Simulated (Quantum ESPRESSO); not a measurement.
The system is NbTe.

```xyz
2
Lattice="3.7030 0.0000 0.0000 -1.8515 3.2069 0.0000 0.0000 0.0000 3.6942" Properties=species:S:1:pos:R:3 pbc="T T T"
Te    1.8515    1.0690    0.0000
Nb    0.0000    0.0000    1.8471
```

The cell comes from a database or a generator and needn't be the stable form of this composition.

- Program: Quantum ESPRESSO 7.5
- Task: single point
- Functional: PBE
- Potentials or basis: SSSP 1.3 efficiency PBE
- Cutoff: 748 eV
- Density cutoff: 5987 eV
- k mesh: 8 × 8 × 7
- Occupations: fermi-dirac, width 0.05 eV
- Spin: no spin polarisation

On this cell: pressure 0.0 GPa; largest force under 0.003 eV/Å; band gap on the k mesh none (metal or under the smearing width).

The same run follows on a disturbed copy (atoms moved at random, drawn with an rms of 0.05 Å):

```
Te Nb
1.0
     3.70297    0.00000    0.00000
    -1.85149    3.20687    0.00000
     0.00000    0.00000    3.69421
Te Nb
1 1
Direct
  0.66536 0.32952 0.99436
  0.00067 0.99729 0.50685
```

Problem. What changes?

Solution. The energy (extrapolated to zero smearing) moves by +5.4 meV/atom; pressure 0.1 GPa; largest force 0.463 eV/Å; band gap on the k mesh none (metal or under the smearing width).

Forces in eV/Å, atoms in the order of the input:
```
Te   0.052  0.034  0.458
Nb  -0.052 -0.034 -0.458
```

Stress tensor (GPa, compression positive):
```
 0.02  0.13  0.03
 0.13 -0.15  0.02
 0.03  0.02  0.51
```
